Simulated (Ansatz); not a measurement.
# Si16Au: the cost of one run

Method: DFT r2SCAN, plane waves, PAW, scalar-relativistic, collinear spin, in Ansatz 0.2.0.

1 further run of the same task is left out (it didn't finish).

### Step 1. The structure to begin with

The cell holds 17 atoms (AuSi16): a = 7.679 Å, b = 7.679 Å, c = 7.679 Å, α = 60.00°, β = 60.00°, γ = 60.00°.

As a file:

```xyz
17
Lattice="0.0000 5.4300 5.4300 5.4300 0.0000 5.4300 5.4300 5.4300 0.0000" Properties=species:S:1:pos:R:3 pbc="T T T"
Si    0.0000    0.0000    0.0000
Si    1.3575    1.3575    1.3575
Si    2.7150    2.7150    0.0000
Si    4.0725    4.0725    1.3575
Si    2.7150    0.0000    2.7150
Si    4.0725    1.3575    4.0725
Si    5.4300    2.7150    2.7150
Si    6.7875    4.0725    4.0725
Si    0.0000    2.7150    2.7150
Si    1.3575    4.0725    4.0725
Si    2.7150    5.4300    2.7150
Si    4.0725    6.7875    4.0725
Si    2.7150    2.7150    5.4300
Si    4.0725    4.0725    6.7875
Si    5.4300    5.4300    5.4300
Si    6.7875    6.7875    6.7875
Au    6.0583    8.7452    6.1205
```

### Step 2. End point A

File input.yaml:

```yaml
crystal:
  lattice:
    - [0.0, 5.43, 5.43]
    - [5.43, 0.0, 5.43]
    - [5.43, 5.43, 0.0]
  atoms:
    - { symbol: Si, position: [0.0, 0.0, 0.0] }
    - { symbol: Si, position: [0.125, 0.125, 0.125] }
    - { symbol: Si, position: [0.0, 0.0, 0.5] }
    - { symbol: Si, position: [0.125, 0.125, 0.625] }
    - { symbol: Si, position: [0.0, 0.5, 0.0] }
    - { symbol: Si, position: [0.125, 0.625, 0.125] }
    - { symbol: Si, position: [0.0, 0.5, 0.5] }
    - { symbol: Si, position: [0.125, 0.625, 0.625] }
    - { symbol: Si, position: [0.5, 0.0, 0.0] }
    - { symbol: Si, position: [0.625, 0.125, 0.125] }
    - { symbol: Si, position: [0.5, 0.0, 0.5] }
    - { symbol: Si, position: [0.625, 0.125, 0.625] }
    - { symbol: Si, position: [0.5, 0.5, 0.0] }
    - { symbol: Si, position: [0.625, 0.625, 0.125] }
    - { symbol: Si, position: [0.5, 0.5, 0.5] }
    - { symbol: Si, position: [0.625, 0.625, 0.625] }
    - { symbol: Au, position: [0.8109886, 0.3161727, 0.799537], spin: 1.0 }
magnetization:
  spin_polarized: true
basis:
  ecutwfc: 500.0
kpoints:
  mp_grid: { grid: [2, 2, 2] }
hamiltonian:
  xc: r2scan
  pseudopotentials: { kind: paw, azcp: { folder: soft_1 } }
scf:
  occupations: { method: gaussian, width: 0.02 }
  lower_state_search: "off"
relax:
  f_tol: 0.03
  max_steps: 60
  adjacent_minimum: "off"
output:
  write_density: true
  write_potential: true
  elf: true
  volumetric_format: npy
```

The run is started by

```
$ ansatz run input.yaml --threads 4 --pin off --max-ram 10240MiB --backend cpu --events-out ev --progress --plain --runs-dir out
```

**Question.** How long does this run take on 4 threads of Arm Neoverse V1, shared host, and how much memory does it need?

About 2.8 min, with a peak of 1.9 GiB.
